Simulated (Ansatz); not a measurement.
**CH₄Ge (quintet): the correlation ladder, cc-pVDZ**

One table from this session's results is given with a row withheld; the runs are named, their logs left out.

Computed with Ansatz 0.2.0, Gaussian basis. Level: cc-pVDZ, core rule «outside noble gas», up to 15 orbitals frozen.

The runs, in order: UHF; CCSD(T) on ROHF; CCSD(T) on UHF; BCCD(T) on ROHF; CISD; CCSDT(Q) on ROHF; CCSDT(Q) on UHF.

21 further runs of the same task are left out: 5 that didn't finish, 16 set aside as unsound or not needed.

## The system

The geometry is a PBE0/def2-TZVP stationary point (not a proven minimum) of the parent state, kept for this charge and spin. No spin-orbit coupling is included. The filled d shell of Ge may be among the frozen orbitals whatever the setting's name suggests; the logs give the count.

6 atoms, charge 0, spin multiplicity 5.

Atoms are counted from 1 here; the program's logs count them from 0.

Bond lengths: Ge1–C2 1.973 Å, Ge1–H3 1.548 Å, C2–H4 1.089 Å, C2–H5 1.091 Å, C2–H6 1.091 Å. Angles: C2–Ge1–H3 119.8°, Ge1–C2–H4 109.1°, Ge1–C2–H5 109.5°, Ge1–C2–H6 109.5°, H4–C2–H5 109.2°, H4–C2–H6 109.2°, H5–C2–H6 110.2°.

The first run:

The input, in.yaml:

```yaml
crystal:
  periodic: [false, false, false]
  atoms:
    - {symbol: Ge, position_ang: [0.000000, -0.033908, 0.336669]}
    - {symbol: C, position_ang: [0.000000, 0.076047, -1.633008]}
    - {symbol: H, position_ang: [0.000000, 1.264562, 1.179449]}
    - {symbol: H, position_ang: [0.000000, -0.931556, -2.046951]}
    - {symbol: H, position_ang: [0.894568, 0.602256, -1.968225]}
    - {symbol: H, position_ang: [-0.894568, 0.602256, -1.968225]}
basis:
  gaussian: {orbitals: cc-pVDZ}
magnetization: {spin_polarized: true, initial_magnetization: 4}
hamiltonian: {xc: hf}
output: {orbitals: {seedname: orbitals}}
```

On the command line:

```bash
$ ansatz run in.yaml --threads 1 --pin off --events-out ev --progress --plain --max-ram 2393MiB
```

Among the steps run: UHF; CCSD(T) on ROHF; CCSD(T) on UHF; BCCD(T) on ROHF; CISD; CCSDT(Q) on ROHF; CCSDT(Q) on UHF.

One of the session's tables, all rows but one given; the rest of the session is left out.

```
   method  from UCCSDT(Q) (meV)
     ROHF               +6733.4
      UHF               +6569.0
     RMP2                     ?
     UMP2               +1208.1
    RCCSD                +239.3
    UCCSD                +219.6
 RCCSD(T)                 +57.1
 UCCSD(T)                 +41.1
  BCCD(T)                 +57.3
   RCCSDT                 +27.1
   UCCSDT                 +10.0
RCCSDT(Q)                 +17.3
UCCSDT(Q)                     0
```

**Question.** Estimate the row for RMP2.

**Answer.** from UCCSDT(Q) (meV): +1177.9. In the column «from UCCSDT(Q) (meV)» it lies between RCCSD (+239.3) and UMP2 (+1208.1).

Not comparable, so not listed: CISD (they don't share determinant, frozen orbitals or solution with the rows shown, or repeat one).

Limits of these values: Restricted and unrestricted rows rest on different reference determinants; where their highest levels disagree by more than a few hundredths of an eV, they describe different states and don't form one ladder.
